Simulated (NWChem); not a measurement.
# CH4AlBrS (SMILES [CH3][Al]([SH])[Br]) at 3 levels

We compute a comparison of 3 runs (HF/pcseg-1, HF/def2-SVP, PBE0/def2-SVP) of CH4AlBrS. 

Program for the calculation: NWChem 7.3.0.

### 1 The system as given

The species is CH4AlBrS (8 atoms), meant as a singlet with charge 0. SMILES: `[CH3][Al]([SH])[Br]`. The shape is that of a PBE0-D4/def2-TZVP optimisation. This is one conformer, not always the lowest.

Bond lengths: C1–Al2 1.936 Å, Al2–S3 2.176 Å, Al2–Br4 2.257 Å, C1–H5 1.094 Å, C1–H6 1.094 Å, C1–H7 1.092 Å, S3–H8 1.345 Å. Angles: C1–Al2–S3 124.9°, C1–Al2–Br4 120.7°, S3–Al2–Br4 114.4°, Al2–C1–H5 110.2°, Al2–C1–H6 110.2°, Al2–C1–H7 112.5°, Al2–S3–H8 92.8°, H5–C1–H6 107.0°, H5–C1–H7 108.3°, H6–C1–H7 108.3°.

### 2 Energy and forces at HF/pcseg-1 (run 1)

Input file test.xyz:

```xyz
8
CH4AlBrS gradient
C     -0.055300     1.161500    -0.173800
Al    -0.400800    -0.741900    -0.096300
S      0.987900    -2.230200     0.673200
Br    -2.360300    -1.587400    -0.832200
H     -0.124900     1.517000    -1.205800
H     -0.807400     1.706500     0.403700
H      0.931400     1.423500     0.213700
H      1.921700    -1.306200     0.961900
```

Input file test.nw:

```
start test
title "CH4AlBrS gradient"
memory total 2200 mb

geometry units angstroms noautosym nocenter noautoz
  load test.xyz
end

basis spherical bse
  * library pcseg-1
end

scf
  thresh 1e-08
  maxiter 80
end

task scf gradient
```

On the command line:

```sh
nwchem test.nw > test.out
```

Standard output:

```text
[...]
  functions       =    97
[...]
  wavefunction    = RHF
[...]
         Total SCF energy =  -3251.801919229710
      One-electron energy =  -5230.062041121483
      Two-electron energy =   1623.894480587821
 Nuclear repulsion energy =    354.365641303952
        Time for solution =     22.2s
[...]
                         RHF ENERGY GRADIENTS
    atom               coordinates                        gradient
                 x          y          z           x          y          z
   1 C      -0.104502   2.194917  -0.328434   -0.001474  -0.005419   0.000065
   2 Al     -0.757402  -1.401988  -0.181981    0.000690   0.003757  -0.000180
   3 S       1.866860  -4.214467   1.272164   -0.005527  -0.005478  -0.001698
   4 Br     -4.460320  -2.999751  -1.572630    0.005025   0.001365   0.001989
   5 H      -0.236027   2.866714  -2.278632   -0.000449   0.000162  -0.003274
   6 H      -1.525765   3.224817   0.762882   -0.002614   0.000762   0.001841
   7 H       1.760091   2.690025   0.403834    0.003012  -0.000684   0.001347
   8 H       3.631486  -2.468360   1.817727    0.001337   0.005536  -0.000090
[...]
```

Run time: 34 s. Hardware: 1 thread of Intel Xeon 6975P-C (Granite Rapids), shared host; peak memory 0.1 GiB.

### 3 Energy and gradient at HF/def2-SVP (run 2)

Input file ch4albrs.nw:

```
echo
start ch4albrs
title "CH4AlBrS"
memory 2200 mb
charge 0

geometry units angstroms noautosym nocenter noautoz
   C     -0.055300     1.161500    -0.173800
   Al    -0.400800    -0.741900    -0.096300
   S      0.987900    -2.230200     0.673200
   Br    -2.360300    -1.587400    -0.832200
   H     -0.124900     1.517000    -1.205800
   H     -0.807400     1.706500     0.403700
   H      0.931400     1.423500     0.213700
   H      1.921700    -1.306200     0.961900
end

basis spherical bse
   C library def2-SVP
   Al library def2-SVP
   S library def2-SVP
   Br library def2-SVP
   H library def2-SVP
end

scf
   thresh 1e-08
   maxiter 80
   noprint "final vectors analysis"
end

task scf gradient
```

On the command line:

```sh
nwchem ch4albrs.nw > ch4albrs.out
```

Standard output:

```text
[...]
  functions       =   102
[...]
  wavefunction    = RHF
[...]
         Total SCF energy =  -3251.650993855209
      One-electron energy =  -5230.189892747695
      Two-electron energy =   1624.173257588533
 Nuclear repulsion energy =    354.365641303952
        Time for solution =     11.9s
[...]
                         RHF ENERGY GRADIENTS
    atom               coordinates                        gradient
                 x          y          z           x          y          z
   1 C      -0.104502   2.194917  -0.328434   -0.000745  -0.002511   0.000033
   2 Al     -0.757402  -1.401988  -0.181981    0.001901   0.003527   0.000362
   3 S       1.866860  -4.214467   1.272164   -0.004934  -0.003986  -0.001622
   4 Br     -4.460320  -2.999751  -1.572630    0.003549   0.000800   0.001426
   5 H      -0.236027   2.866714  -2.278632   -0.000277  -0.000618  -0.000039
   6 H      -1.525765   3.224817   0.762882   -0.000261  -0.000623  -0.000069
   7 H       1.760091   2.690025   0.403834   -0.000010  -0.001179   0.000124
   8 H       3.631486  -2.468360   1.817727    0.000778   0.004590  -0.000216
[...]
```

Run time: 20 s. Hardware: 1 thread of Intel Xeon 6975P-C (Granite Rapids), shared host; peak memory 0.1 GiB.

### 4 Energy and gradient at PBE0/def2-SVP (run 3)

Input file run.xyz:

```xyz
8
CH4AlBrS gradient
C     -0.055300     1.161500    -0.173800
Al    -0.400800    -0.741900    -0.096300
S      0.987900    -2.230200     0.673200
Br    -2.360300    -1.587400    -0.832200
H     -0.124900     1.517000    -1.205800
H     -0.807400     1.706500     0.403700
H      0.931400     1.423500     0.213700
H      1.921700    -1.306200     0.961900
```

Input file run.nw:

```
start run
title "CH4AlBrS gradient"
memory stack 880 mb heap 220 mb global 1100 mb

geometry units angstrom noautosym nocenter noautoz
   load format xyz run.xyz
end

basis spherical bse
   * library def2-SVP
end

dft
   xc pbe0
   mult 1
   grid fine
   convergence energy 1e-08
   maxiter 100
   mulliken
end

task dft gradient
```

On the command line:

```sh
nwchem run.nw > run.out
```

Standard output:

```text
[...]
          Wavefunction type:  closed shell.
          No. of atoms     :     8
          No. of electrons :    74
[...]
          Charge           :     0
          Spin multiplicity:     1
[...]
          AO basis - number of functions:   102
[...]
              XC Information
              --------------
                         PBE0 Method XC Functional
                     Hartree-Fock (Exact) Exchange  0.250
          PerdewBurkeErnzerhof Exchange Functional  0.750
            Perdew 1991 LDA Correlation Functional  1.000 local
           PerdewBurkeErnz. Correlation Functional  1.000 non-local
[...]
 d= 0,ls=0.0,diis     1  -3254.2261628011 -3.61D+03  8.75D-03  3.93D-01     2.2
[...]
 d= 0,ls=0.0,diis     8  -3254.2733727024 -1.01D-09  2.39D-06  8.03D-08    13.2
         Total DFT energy =    -3254.273372702380
      One electron energy =    -5230.122786277037
           Coulomb energy =     1763.554122364144
    Exchange-Corr. energy =     -142.070350093439
 Nuclear repulsion energy =      354.365641303952
[...]
      Total Density - Mulliken Population Analysis
     ---------------------------------------------
    Atom       Charge   Shell Charges
 -----------   ------   -------------------------------------------------------
    1 C    6     6.43   1.99  0.87  0.30  2.11  1.14  0.01
    2 Al  13    12.32   2.00  1.98  0.91  0.00  5.92  0.83  0.43  0.24
    3 S   16    16.30   2.00  1.98  1.24  0.63  5.93  1.81  2.67  0.04
    4 Br  35    35.31   2.00  2.00  1.99  1.43  0.53  6.00  5.98  2.37  2.99  8.20  1.74  0.08
    5 H    1     0.91   0.72  0.17  0.03
    6 H    1     0.91   0.72  0.17  0.03
    7 H    1     0.93   0.72  0.17  0.03
    8 H    1     0.90   0.70  0.16  0.03
[...]
  wavefunction    = closed shell
                         DFT ENERGY GRADIENTS
    atom               coordinates                        gradient
                 x          y          z           x          y          z
   1 C      -0.104502   2.194917  -0.328434    0.000419   0.004715  -0.000330
   2 Al     -0.757402  -1.401988  -0.181981    0.001306   0.000619   0.000457
   3 S       1.866860  -4.214467   1.272164    0.001627   0.003274   0.000314
   4 Br     -4.460320  -2.999751  -1.572630    0.000947   0.000370   0.000366
   5 H      -0.236027   2.866714  -2.278632    0.000312  -0.001898   0.005406
   6 H      -1.525765   3.224817   0.762882    0.003912  -0.002899  -0.003074
   7 H       1.760091   2.690025   0.403834   -0.005282  -0.001867  -0.002029
   8 H       3.631486  -2.468360   1.817727   -0.003241  -0.002314  -0.001110
[...]
```

It took 22 s on 1 thread of Intel Xeon 6975P-C (Granite Rapids), shared host; peak memory 0.12 GiB.

### 5 Overview of the runs

| run | level | iteration cap | module | energy (Eh) | dipole moment (D) | HOMO energy (eV) | LUMO energy (eV) | wall time |
| --- | --- | --- | --- | --- | --- | --- | --- | --- |
| 1 | HF/pcseg-1 | 80 | scf | -3251.801919 | 3.08 | -10.66 | 1.79 | 34 s |
| 2 | HF/def2-SVP | 80 | scf | -3251.650994 | 2.89 | – | – | 20 s |
| 3 | PBE0/def2-SVP | 100 | dft | -3254.273373 | 2.77 | -7.74 | -0.75 | 22 s |

### 6 What came out

```
                       quantity           value
            run 3: total energy  -3254.27337 Eh
           run 3: dipole moment          2.77 D
             run 3: HOMO energy        -7.74 eV
             run 3: LUMO energy        -0.75 eV
           run 3: HOMO–LUMO gap         6.99 eV
run 3: largest force on an atom      0.306 eV/Å
```

In words: The dipole moment (its size) runs from 2.77 D (PBE0/def2-SVP) to 3.08 D (HF/pcseg-1). The two ends differ in method and basis. All runs together took 75 s, the longest 34 s.
